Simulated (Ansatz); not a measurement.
# C (fcc type): how the settings move a single-point run

How sensitive is a single-point run of C (fcc type) to its settings? A reference run comes first, then two runs with altered input.

Program: Ansatz 0.2.0. Level of theory: reference: DFT, PBEsol, PAW with Ansatz's default frozen-core files, scalar-relativistic. These are calculated values, not measurements.

1 further run of the same task is left out (it didn't finish). Runs told in other sessions of the task aren't counted.

## Step 1: The system as given

The structure is cubic, space group Fm-3m (No. 225). Conventional cell: a = 2.562 Å, b = 2.562 Å, c = 2.562 Å, α = 90.00°, β = 90.00°, γ = 90.00°. C (site symmetry m-3m) has 12 C at 1.81 Å in its first shell of neighbours.

Structure file:

```
C
1.0
     0.00000    1.28095    1.28095
     1.28095    0.00000    1.28095
     1.28095    1.28095    0.00000
C
1
Direct
  0.00000 0.00000 0.00000
```

## Step 2: Reference

input.yaml reads:

```yaml
crystal:
  lattice:
    - [0.0, 1.2809470895, 1.2809470895]
    - [1.2809470895, 0.0, 1.2809470895]
    - [1.2809470895, 1.2809470895, 0.0]
  atoms:
    - { symbol: C, position: [0.0, 0.0, 0.0] }
kpoints:
  mp_grid: { grid: [24, 24, 24] }
  band_path:
    path:
      - [0.0, 0.0, 0.0]
      - [0.5, 0.0, 0.5]
      - [0.625, 0.25, 0.625]
      - [0.375, 0.375, 0.75]
      - [0.0, 0.0, 0.0]
      - [0.5, 0.5, 0.5]
      - [0.5, 0.25, 0.75]
      - [0.5, 0.0, 0.5]
    npoints: 8
scf:
  occupations: { method: fermi_dirac, width: 0.08 }
hamiltonian:
  xc: pbesol
  pseudopotentials: { kind: paw }
output:
  forces: true
  stress: true
  eigenvalues: true
  populations: true
  dos: { projected: true, de: 0.2, e_range: [-14, 8] }
```

On the command line:

```bash
ansatz run input.yaml --threads 1 --pin off --max-ram 2048MiB --backend cpu --events-out ev --progress --plain --runs-dir out
```

## Step 3: Changing settings: dr2_threshold 1.0e-05

Changes to input.yaml since step 2:

```diff
@@ -22,2 +22,3 @@
   occupations: { method: fermi_dirac, width: 0.08 }
+  convergence: { dr2_threshold: 1.0e-05 }
 hamiltonian:
@@ -30,2 +31 @@
   populations: true
-  dos: { projected: true, de: 0.2, e_range: [-14, 8] }
```

## Step 4: Changing settings: preconditioner local_kerker, ecutrho_ratio 8

Changes to input.yaml since step 2:

```diff
@@ -22,2 +22,3 @@
   occupations: { method: fermi_dirac, width: 0.08 }
+  mixing: { preconditioner: local_kerker }
 hamiltonian:
@@ -30,2 +31,3 @@
   populations: true
-  dos: { projected: true, de: 0.2, e_range: [-14, 8] }
+basis:
+  ecutrho_ratio: 8
```

Q: Predict the outcome of this session. Wanted: for each run, ending; energy change; pressure; gap; force.

The runs gave:

| run | ending | energy change | pressure (GPa) | gap (eV) | force (eV/Å) | cycles | time |
| --- | --- | --- | --- | --- | --- | --- | --- |
| reference | converged | 0 | 217.3 | 0.00 | 0.00 | 6 | 2.2 s |
| 1: dr2_threshold 1.0e-05 | converged | 0.0 meV/atom | 217.3 | 0.00 | 0.00 | 6 | 2.1 s |
| 2: preconditioner local_kerker, ecutrho_ratio 8 | converged | 0.0 meV/atom | 217.3 | 0.00 | 0.00 | 6 | 2.4 s |

Times don't compare one to one where runs were asked for different outputs or read a saved state (see the inputs); cycles may leave out searches for a lower state.

Residual by cycle in the longest SCF loop of each run; runs are numbered as in the table. The quantity is the density residual dr2, in eV.

```
cycle  reference    run 1    run 2
    1      0.013    0.013    0.013
    2    0.00253  0.00253   0.0045
    3     4.1e-6   4.1e-6   3.9e-6
    4     5.6e-8   5.6e-8   2.3e-7
    5    3.5e-11  3.5e-11  3.8e-10
    6    3.8e-13  3.8e-13  1.2e-12
```

Of the converged runs whose energies compare with the reference's, none moves it noticeably. The structure is not at rest: the sound run finds 217 GPa, so these are no properties of the relaxed crystal. 
